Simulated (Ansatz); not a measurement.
Write a Python script for the Python package of Ansatz (0.2.0) that makes a surface slab of Cd, space group R-3m. Level of theory: r2SCAN, PAW, the default cutoff (500 eV here), 6×6×1 k-points, Gaussian smearing of 0.05 eV.

```yaml
crystal:
  lattice:
    - [1.60803, 0.92840, 2.44929]
    - [-1.60803, 0.92840, 2.44929]
    - [0.00000, -1.85679, 2.44929]
  atoms:
    - { symbol: Cd, position: [0.00000, 0.00000, 0.00000] }
```

`cd_slab.py`:
```python
# -*- coding: utf-8 -*-
import warnings

import ansatz as az
from ase import Atoms
from ase.build import surface
import numpy as np


def main():
    warnings.simplefilter("ignore", az.DeckWarning)

    atoms = Atoms(
        ["Cd"],
        scaled_positions=[
            [0.0, 0.0, 0.0],
        ],
        cell=[
            [1.60802915, 0.92839606, 2.44928741],
            [-1.60802915, 0.92839606, 2.44928741],
            [0.0, -1.85679213, 2.44928741],
        ],
        pbc=True,
    )
    slab = surface(atoms, (0, 0, 1), 4, vacuum=6.0)
    slab.pbc = (True, True, False)

    print(slab.get_chemical_formula(), "area {:.3f} A^2, cell height {:.2f} A".format(np.linalg.norm(np.cross(slab.cell[0], slab.cell[1])), slab.cell[2, 2]))


    def common(structure):
        return (
            az.Crystal.from_ase(structure).calculation()
            .occupations("gaussian", width=0.05)
            .functional(az.Functional.R2SCAN)
        )


    calculation = common(slab).kpoints(6, 6, 1).potential().forces()
    done = calculation.run()
    r = done.report

    print(f"slab free energy {r['free_energy_ev']:.4f} eV, Fermi level {r['fermi_energy_ev']:.3f} eV")
    print("vacuum reading:", {k: round(v, 3) for k, v in r.get("vacuum", {}).items() if isinstance(v, float)})

    print("z (A) and force along z (eV/A)")
    for site, force in sorted(zip(done.lattice.sites, r["forces_ev_ang"]), key=lambda pair: pair[0].position_ang[2]):
        print(f"{site.symbol:3s} {site.position_ang[2]:8.3f} {force[2]:9.4f}")


if __name__ == "__main__":
    main()
```

Running `python cd_slab.py` prints:
```text
Cd4 area 8.424 A^2, cell height 19.81 A
RunWarning: The output density's exchange-correlation potential varies sharply where the density is thin. Do not read a vacuum level from v_tot or v_xc, or from such a field of the output density. On [...]
slab free energy -33072.2052 eV, Fermi level -3.684 eV
vacuum reading: {'free_states_from_ev': -0.0, 'bound_up_to_ev': -0.0}
z (A) and force along z (eV/A)
Cd     6.000   -0.0738
Cd     8.604    0.2129
Cd    11.209   -0.2129
Cd    13.813    0.0738
```
(Warnings from the package without file and line, shortened.)

Caveats:
- Absolute energies stand on the zero of these potentials, so only differences at equal settings mean something. A total without «per atom» is that of the cell as typed.
- Only differences from the Fermi energy are physical; the zero of the scale is a convention.
- This isn't the structure that Cd takes at ambient conditions.
- The slab is thin and cut from the structure as given; a cut can leave two unlike or polar faces, and the surface energy is then their mean. Miller indices refer to the vectors of the cell as typed, and the lattice isn't relaxed for this functional, so relaxation and surface energy can hold strain.
- The script silences the warnings on its input, which a real study should read.
- Wall time of the script: 21 s on 1 thread of Intel(R) Xeon(R) 6975P-C (Granite Rapids), with other jobs on the host, peak memory 1.4 GiB.

(A comment or docstring line of the script was reworded after the run, the code is as it ran; lines on the test bed's own set-up are left out of the output.)
